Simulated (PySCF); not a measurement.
# [Dy(H2O)3]3+: other functionals and bases at one geometry

An exercise on one series of results from a longer session: the logs are not shown, and one member is left open.

Program: PySCF 2.14.0. Level of theory: several levels, as the steps say, no spin–orbit coupling. These are calculated values, not measurements.

1 further run of the same task is left out (for a known fault of the program).

### The system as given

10 atoms, charge 3, spin multiplicity 1.

Bond lengths: Dy1–O2 2.248 Å, Dy1–O5 2.248 Å, Dy1–O8 2.248 Å, O2–H3 0.989 Å, O2–H4 0.989 Å, O5–H6 0.989 Å, O5–H7 0.989 Å, O8–H9 0.989 Å, O8–H10 0.989 Å. Angles: O2–Dy1–O5 120.0°, O2–Dy1–O8 120.0°, O5–Dy1–O8 120.0°, Dy1–O2–H3 128.6°, Dy1–O2–H4 128.6°, H3–O2–H4 102.8°, Dy1–O5–H6 128.6°, Dy1–O5–H7 128.6°, H6–O5–H7 102.8°, Dy1–O8–H9 128.6°, Dy1–O8–H10 128.6°, H9–O8–H10 102.8°.

As a file:

```xyz
10
charge 3, multiplicity 1
Dy    0.0000    0.0000    0.0000
O     2.2483    0.0000    0.0000
H     2.8653   -0.7492    0.1892
H     2.8653    0.7491   -0.1892
O    -1.1241    1.9471    0.0000
H    -0.7839    2.8561    0.1892
H    -2.0815    2.1069   -0.1892
O    -1.1242   -1.9471    0.0000
H    -2.0815   -2.1069    0.1892
H    -0.7839   -2.8560   -0.1892
```

Formal oxidation states: Dy +3. Each metal's 9 4f electrons lie in its core potential, so multiplicities, spins and levels count the valence alone. An earlier session relaxed this geometry at PBE0, Dy lcecp-1-SVP with ECP55, O def2-SVP, H def2-SVP (singlet, point group D3).

At PBE0 on the finer grid: E = -264.862409 Eh, HOMO -25.36 eV, LUMO -17.09 eV, Mulliken charge on Dy1 +1.96 e, largest force component 0.012 eV/Å. 

Levels to run: wB97X; BP86; PBE0, TZVP. Hardware: 2 threads of Arm Neoverse V2, shared host.

Set-up of the first run:

run.py (the lines that set the calculation) reads:

```python
mol = gto.M(atom='''
Dy     0.00000     0.00000     0.00000
O      2.24833    -0.00001     0.00000
H      2.86534    -0.74919     0.18918
H      2.86535     0.74915    -0.18918
O     -1.12415     1.94712     0.00000
H     -0.78386     2.85605     0.18918
H     -2.08146     2.10689    -0.18918
O     -1.12418    -1.94711     0.00000
H     -2.08149    -2.10687     0.18918
H     -0.78389    -2.85604    -0.18918''',
    basis={'Dy': 'lcecp-1-SVP', 'O': 'def2-SVP', 'H': 'def2-SVP'},
    ecp={'Dy': 'lcecp-1-SVP'},
    charge=3, spin=0)
mf = dft.RKS(mol, xc='WB97X')
mf.grids.atom_grid = (75, 302)  # f atoms: unpruned, at least (60, 302)
mf = mf.density_fit()  # fitting sets: Dy AutoAux, O def2-universal-JKFIT, H def2-universal-JKFIT
mf.conv_tol = 1e-08; mf.max_cycle = 55
mf.kernel(dm0)  # dm0: the density of the relaxed state
```

Command:

```sh
$ OMP_NUM_THREADS=2 python run.py
```

Steps of the session up to this table: wB97X; BP86; PBE0, TZVP.

One of the session's tables, all rows but one given; the rest of the session is left out.

```
              level  HOMO (eV)  gap (eV)  charge on Dy1 (e)  largest force component (eV/Å)
PBE0 (relaxed here)     -25.36      8.27               1.96                            0.01
              wB97X     -27.91     13.28               1.99                            0.13
               BP86     -23.61      5.78               1.83                            0.56
         PBE0, TZVP          ?         ?                  ?                               ?
```

**Question.** Estimate the row for PBE0, TZVP.

**Answer.** HOMO (eV): -25.35; gap (eV): 8.34; charge on Dy1 (e): 2.21; largest force component (eV/Å): 0.32. In the column «HOMO (eV)» it lies between PBE0 (relaxed here) (-25.36) and BP86 (-23.61).

In one basis the HOMO–LUMO gap runs from 5.78 eV (BP86) to 13.28 eV (wB97X). The largest leftover force, 0.56 eV/Å with BP86, stands at a geometry relaxed at another level. With 4f in the core, its levels are missing from HOMO and gap, and its count is fixed, so no charge can pass from the ligands into it. Total energies of different levels can't be compared.
